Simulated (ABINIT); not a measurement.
# Y3N (Fm-3m) in ABINIT: single point with PBEsol

Aim: the single point of Y3N with PBEsol.

Everything below comes from runs of ABINIT 10.8.3 (patched build). Logs are shortened: lines on timing, memory, paths and dates and some standing lists are left out, and cuts for length are marked. The log counts tension as positive stress, the text compression.

## (1) Starting point

It takes space group Fm-3m (No. 225, cubic). Conventional cell: a = 7.213 Å, b = 7.213 Å, c = 7.213 Å, α = 90.00°, β = 90.00°, γ = 90.00°. Around Y (site symmetry -43m) lie 4 Y at 3.12 Å and 4 N at 3.12 Å. Y (site symmetry m-3m) has 8 Y at 3.12 Å as nearest neighbours. N (site symmetry m-3m) has 8 Y at 3.12 Å as nearest neighbours.

The cell was built by a generator and needn't be a form met in nature.

## (2) Single point, PBEsol, spin-orbit coupling, no magnetisation

run.abi reads:

```
# Pseudopotentials
pp_dirpath "./"
pseudos "Y.GGA_PBE-JTH.xml, N.GGA_PBE-JTH.xml"

# Structure
acell 3*1.0
rprim
     0.0000000000     6.8156941109     6.8156941109
     6.8156941109     0.0000000000     6.8156941109
     6.8156941109     6.8156941109     0.0000000000
ntypat 2
znucl 39 7
natom 4
typat 1 1 1 2
xred
     0.2500000000     0.2500000000     0.2500000000
     0.7500000000     0.7500000000     0.7500000000
     0.5000000000     0.5000000000     0.5000000000
     0.0000000000     0.0000000000     0.0000000000

# Plane-wave basis
ecut 22.0
pawecutdg 44.0
pawxcdev 0

# k points
kptopt 4
ngkpt 5 5 5
nshiftk 1
shiftk 0.0 0.0 0.0

# Exchange and correlation
ixc -116133

# Bands and occupations
nband 46
occopt 3
tsmear 0.00183747

# Spin
nspinor 2
nspden 1
pawspnorb 1

# SCF cycle
nstep 100
tolvrs 1.0e-9

# Output
iomode 3
prtwf 0
prtden 0
prteig 0
prtebands 0
enunit 2
```

Potentials or basis: JTH PAW PBE v2.0.

Run with:

```
$ abinit run.abi > log 2>&1
```

run.abo:

```text
.Version 10.8.3 of ABINIT
 Symmetries : space group F4 3 2 (#209); Bravais cF (face-center cubic)
================================================================================
 Values of the parameters that define the memory need of the present run
     intxc =       0    ionmov =       0      iscf =      17    lmnmax =      18
     lnmax =       6     mgfft =      45  mpssoang =       3    mqgrid =    3001
     natom =       4  nloc_mem =       2    nspden =       1   nspinor =       2
    nsppol =       1      nsym =      24    n1xccc =       1    ntypat =       2
    occopt =       3   xclevel =       2
       mpw =        3130          nfft =       91125          nkpt =          10
 PAW method is used; the additional fine FFT grid is defined by:
   mgfftf=        60    nfftf =    216000
================================================================================
================================================================================

--------------------------------------------------------------------------------
------------- Echo of variables that govern the present computation ------------
--------------------------------------------------------------------------------
 -outvars: echo values of preprocessed input variables --------
            acell      1.0000000000E+00  1.0000000000E+00  1.0000000000E+00 Bohr
              amu      8.89058500E+01  1.40067400E+01
             ecut      2.20000000E+01 Hartree
           enunit           2
              ixc     -116133
           kptopt           4
         kptrlatt        5    0    0      0    5    0      0    0    5
          kptrlen      4.81942352E+01
            natom           4
            nband          46
            ngfft          45      45      45
          ngfftdg          60      60      60
             nkpt          10
          nspinor           2
            nstep         100
             nsym          24
           ntypat           2
           occopt           3
        pawcpxocc           2
        pawecutdg      4.40000000E+01 Hartree
        pawspnorb           1
         pawxcdev           0
           prtden           0
        prtebands           0
           prteig           0
            prtwf           0
            rprim      0.0000000000E+00  6.8156941109E+00  6.8156941109E+00
                       6.8156941109E+00  0.0000000000E+00  6.8156941109E+00
                       6.8156941109E+00  6.8156941109E+00  0.0000000000E+00
          spgroup         209
           tolvrs      1.00000000E-09
           tsmear      1.83747000E-03 Hartree
            typat      1  1  1  2
           useylm           1
           xangst      1.8033549988E+00  1.8033549988E+00  1.8033549988E+00
                       5.4100649963E+00  5.4100649963E+00  5.4100649963E+00
                       3.6067099975E+00  3.6067099975E+00  3.6067099975E+00
                       0.0000000000E+00  0.0000000000E+00  0.0000000000E+00
            xcart      3.4078470554E+00  3.4078470554E+00  3.4078470554E+00
                       1.0223541166E+01  1.0223541166E+01  1.0223541166E+01
                       6.8156941109E+00  6.8156941109E+00  6.8156941109E+00
                       0.0000000000E+00  0.0000000000E+00  0.0000000000E+00
             xred      2.5000000000E-01  2.5000000000E-01  2.5000000000E-01
                       7.5000000000E-01  7.5000000000E-01  7.5000000000E-01
                       5.0000000000E-01  5.0000000000E-01  5.0000000000E-01
                       0.0000000000E+00  0.0000000000E+00  0.0000000000E+00
            znucl       39.00000    7.00000

================================================================================

 chkinp: Checking input parameters for consistency.

================================================================================
== DATASET  1 ==================================================================

--- !DatasetInfo
iteration_state: {dtset: 1, }
dimensions: {natom: 4, nkpt: 10, mband: 46, nsppol: 1, nspinor: 2, nspden: 1, mpw: 3130, }
cutoff_energies: {ecut:  22.0, pawecutdg:  44.0, }
electrons: {nelect:   3.80000000E+01, charge:   0.00000000E+00, occopt:   3.00000000E+00, tsmear:   1.83747000E-03, }
meta: {optdriver: 0, ionmov: 0, optcell: 0, iscf: 17, paral_kgb: 0, }
...

 Real(R)+Recip(G) space primitive vectors, cartesian coordinates (Bohr,Bohr^-1):
 R(1)=  0.0000000  6.8156941  6.8156941  G(1)= -0.0733601  0.0733601  0.0733601
 R(2)=  6.8156941  0.0000000  6.8156941  G(2)=  0.0733601 -0.0733601  0.0733601
 R(3)=  6.8156941  6.8156941  0.0000000  G(3)=  0.0733601  0.0733601 -0.0733601
 Unit cell volume ucvol=  6.3322823E+02 bohr^3
 Angles (23,13,12)=  6.00000000E+01  6.00000000E+01  6.00000000E+01 degrees

 Coarse grid specifications (used for wave-functions):

 getcut: wavevector=  0.0000  0.0000  0.0000  ngfft=  45  45  45
         ecut(hartree)=     22.000   => boxcut(ratio)=   2.16198

 Fine grid specifications (used for densities):

 getcut: wavevector=  0.0000  0.0000  0.0000  ngfft=  60  60  60
         ecut(hartree)=     44.000   => boxcut(ratio)=   2.08466

--- Pseudopotential description ------------------------------------------------
- pspini: atom type   1  psp file is ./Y.GGA_PBE-JTH.xml
[... 63 lines left out ...]
- [  0.00000000E+00,   1.06127817E-04,   0.00000000E+00, ]
- [  0.00000000E+00,   0.00000000E+00,   1.06127817E-04, ]
pressure_GPa:  -3.1224E+00
xred      :
- [  2.5000E-01,   2.5000E-01,   2.5000E-01,  Y]
- [  7.5000E-01,   7.5000E-01,   7.5000E-01,  Y]
- [  5.0000E-01,   5.0000E-01,   5.0000E-01,  Y]
- [  0.0000E+00,   0.0000E+00,   0.0000E+00,  N]
cartesian_forces: # hartree/bohr
- [ -3.66515793E-30,  -8.60347599E-30,   2.08721099E-29, ]
- [ -8.60347599E-30,   6.21147818E-30,  -3.81948037E-30, ]
- [  6.05715574E-30,   1.11883768E-30,  -8.29483111E-30, ]
- [  6.21147818E-30,   1.27316012E-30,  -8.75779843E-30, ]
force_length_stats: {min:   1.03317548E-29, max:   2.28713391E-29, mean:   1.38232804E-29, }
...

 Integrated electronic density in atomic spheres:
 ------------------------------------------------
 Atom  Sphere_radius  Integrated_density
    1        2.22007          8.11179260
    2        2.22007          8.11179260
    3        2.22007          8.21927521
    4        1.20497          2.33054920

================================================================================

 ----iterations are completed or convergence reached----

 Mean square residual over all n,k,spin=   65.294E-08; max=  79.593E-06
 reduced coordinates (array xred) for    4 atoms
       0.250000000000      0.250000000000      0.250000000000
       0.750000000000      0.750000000000      0.750000000000
       0.500000000000      0.500000000000      0.500000000000
       0.000000000000      0.000000000000      0.000000000000
 rms dE/dt=  7.5269E-29; max dE/dt=  1.3463E-28; dE/dt below (all hartree)
    1      -0.000000000000     -0.000000000000      0.000000000000
    2      -0.000000000000      0.000000000000      0.000000000000
    3      -0.000000000000     -0.000000000000      0.000000000000
    4       0.000000000000      0.000000000000      0.000000000000

 cartesian coordinates (angstrom) at end:
    1      1.80335499876361     1.80335499876361     1.80335499876361
    2      5.41006499629084     5.41006499629084     5.41006499629084
    3      3.60670999752723     3.60670999752723     3.60670999752723
    4      0.00000000000000     0.00000000000000     0.00000000000000

 cartesian forces (hartree/bohr) at end:
    1     -0.00000000000000    -0.00000000000000     0.00000000000000
    2     -0.00000000000000     0.00000000000000    -0.00000000000000
    3      0.00000000000000     0.00000000000000    -0.00000000000000
    4      0.00000000000000     0.00000000000000    -0.00000000000000
 frms,max,avg= 8.5339344E-30 2.0872110E-29   0.000E+00  0.000E+00  0.000E+00 h/b

 cartesian forces (eV/Angstrom) at end:
    1     -0.00000000000000    -0.00000000000000     0.00000000000000
    2     -0.00000000000000     0.00000000000000    -0.00000000000000
    3      0.00000000000000     0.00000000000000    -0.00000000000000
    4      0.00000000000000     0.00000000000000    -0.00000000000000
 frms,max,avg= 4.3883255E-28 1.0732870E-27   0.000E+00  0.000E+00  0.000E+00 e/A
 length scales=  1.000000000000  1.000000000000  1.000000000000 bohr
              =  0.529177210544  0.529177210544  0.529177210544 angstroms
 Fermi (or HOMO) energy (hartree) =   0.30861   Average Vxc (hartree)=  -0.38258
 Eigenvalues (hartree) for nkpt=  10  k points:
 kpt#   1, nband= 46, wtk=  0.00800, kpt=  0.0000  0.0000  0.0000 (reduced coord)
  -1.25503   -1.25503   -1.24836   -1.24836   -1.24298   -1.24298   -0.56265   -0.56265
  -0.55604   -0.55604   -0.53796   -0.53796   -0.51295   -0.51295   -0.51295   -0.51295
  -0.50542   -0.50542   -0.50542   -0.50542   -0.48458   -0.48458   -0.48458   -0.48458
  -0.14882   -0.14882    0.19559    0.19559    0.21941    0.21941    0.22075    0.22075
   0.22075    0.22075    0.25965    0.25965    0.25965    0.25965    0.33240    0.33240
   0.33641    0.33641    0.33641    0.33641    0.38912    0.38971
      occupation numbers for kpt#   1
   1.00000    1.00000    1.00000    1.00000    1.00000    1.00000    1.00000    1.00000
   1.00000    1.00000    1.00000    1.00000    1.00000    1.00000    1.00000    1.00000
   1.00000    1.00000    1.00000    1.00000    1.00000    1.00000    1.00000    1.00000
   1.00000    1.00000    1.00000    1.00000    1.00000    1.00000    1.00000    1.00000
   1.00000    1.00000    1.00000    1.00000    1.00000    1.00000    0.00000    0.00000
   0.00000    0.00000    0.00000    0.00000    0.00000    0.00000
 prteigrs : prtvol=0 or 1, do not print more k-points.

 Fermi (or HOMO) energy (eV) =   8.39760   Average Vxc (eV)= -10.41040
 Eigenvalues (   eV  ) for nkpt=  10  k points:
 kpt#   1, nband= 46, wtk=  0.00800, kpt=  0.0000  0.0000  0.0000 (reduced coord)
 -34.15102  -34.15102  -33.96972  -33.96972  -33.82312  -33.82312  -15.31038  -15.31038
 -15.13067  -15.13067  -14.63871  -14.63871  -13.95811  -13.95811  -13.95811  -13.95811
 -13.75328  -13.75328  -13.75328  -13.75328  -13.18623  -13.18623  -13.18623  -13.18623
  -4.04949   -4.04949    5.32237    5.32237    5.97032    5.97032    6.00680    6.00680
   6.00680    6.00680    7.06550    7.06550    7.06550    7.06550    9.04515    9.04515
   9.15406    9.15406    9.15406    9.15406   10.58851   10.60451
 prteigrs : prtvol=0 or 1, do not print more k-points.

--- !EnergyTerms
iteration_state     : {dtset: 1, }
comment             : Components of total free energy in Hartree
kinetic             :  3.81050218232037E+01
hartree             :  2.06826489976004E+01
xc                  : -2.63237176979050E+01
Ewald energy        : -1.00029261097593E+02
psp_core            :  2.90104857284425E+00
local_psp           : -9.27092794024336E+01
PAW spherical_terms :  3.14172467279086E+01
internal            : -1.25956292076375E+02
'-kT*entropy'       : -1.76387734883671E-03
total_energy        : -1.25958055953724E+02
total_energy_eV     : -3.42749331134967E+03
...

--- !EnergyTermsDC
iteration_state     : {dtset: 1, }
comment             : '"Double-counting" decomposition of free energy'
band_energy         : -1.41221636246199E+01
Ewald energy        : -1.00029261097593E+02
psp_core            :  2.90104857284425E+00
xc_dc               : -2.14339790842086E+01
PAW spherical_terms :  6.72806591738026E+00
internal            : -1.25956289316197E+02
'-kT*entropy'       : -1.76387734883671E-03
total_energy_dc     : -1.25958053193546E+02
total_energy_dc_eV  : -3.42749323624141E+03
...

--- !EnergyTermsWithPAWCore
iteration_state     : {dtset: 1, }
comment             : 'Components of total free energy, including PAW core contributions'
Total energy        : -1.02046080498925E+04
Total energy DC     : -1.02046080471324E+04
Total energy (eV)   : -2.77681531134473E+05
Total energy DC (eV): -2.77681531059364E+05
...

 Cartesian components of stress tensor (hartree/bohr^3)
  sigma(1 1)=  1.06127817E-04  sigma(3 2)=  0.00000000E+00
  sigma(2 2)=  1.06127817E-04  sigma(3 1)=  0.00000000E+00
  sigma(3 3)=  1.06127817E-04  sigma(2 1)=  0.00000000E+00

-Cartesian components of stress tensor (GPa)         [Pressure= -3.1224E+00 GPa]
- sigma(1 1)=  3.12238818E+00  sigma(3 2)=  0.00000000E+00
- sigma(2 2)=  3.12238818E+00  sigma(3 1)=  0.00000000E+00
- sigma(3 3)=  3.12238818E+00  sigma(2 1)=  0.00000000E+00

== END DATASET(S) ==============================================================
================================================================================

 -outvars: echo values of variables after computation  --------
            acell      1.0000000000E+00  1.0000000000E+00  1.0000000000E+00 Bohr
           etotal     -1.2595805319E+02
            fcart     -3.6651579319E-30 -8.6034759875E-30  2.0872109907E-29
                      -8.6034759875E-30  6.2114781793E-30 -3.8194803711E-30
                       6.0571557401E-30  1.1188376845E-30 -8.2948311090E-30
                       6.2114781793E-30  1.2731601237E-30 -8.7577984268E-30
            rprim      0.0000000000E+00  6.8156941109E+00  6.8156941109E+00
                       6.8156941109E+00  0.0000000000E+00  6.8156941109E+00
                       6.8156941109E+00  6.8156941109E+00  0.0000000000E+00
           strten      1.0612781698E-04  1.0612781698E-04  1.0612781698E-04
                       0.0000000000E+00  0.0000000000E+00  0.0000000000E+00
           xangst      1.8033549988E+00  1.8033549988E+00  1.8033549988E+00
                       5.4100649963E+00  5.4100649963E+00  5.4100649963E+00
                       3.6067099975E+00  3.6067099975E+00  3.6067099975E+00
                       0.0000000000E+00  0.0000000000E+00  0.0000000000E+00
             xred      2.5000000000E-01  2.5000000000E-01  2.5000000000E-01
                       7.5000000000E-01  7.5000000000E-01  7.5000000000E-01
                       5.0000000000E-01  5.0000000000E-01  5.0000000000E-01
                       0.0000000000E+00  0.0000000000E+00  0.0000000000E+00
 Calculation completed.
```

Wall time 2.8 min (1 thread of Arm Neoverse V1, shared host); peak memory 0.21 GiB.

What came out:

- Free energy: -3427.4932 eV
- Band gap on the k mesh: none (metal or under the smearing width)
- Valence electrons inside the program's atomic spheres: Y 8.11, 8.22; N 2.33

Caveat: the cutoff is too short for stress, so the log's stress isn't used; the PAW data sets were made with another functional, which shifts forces and pressure a little.
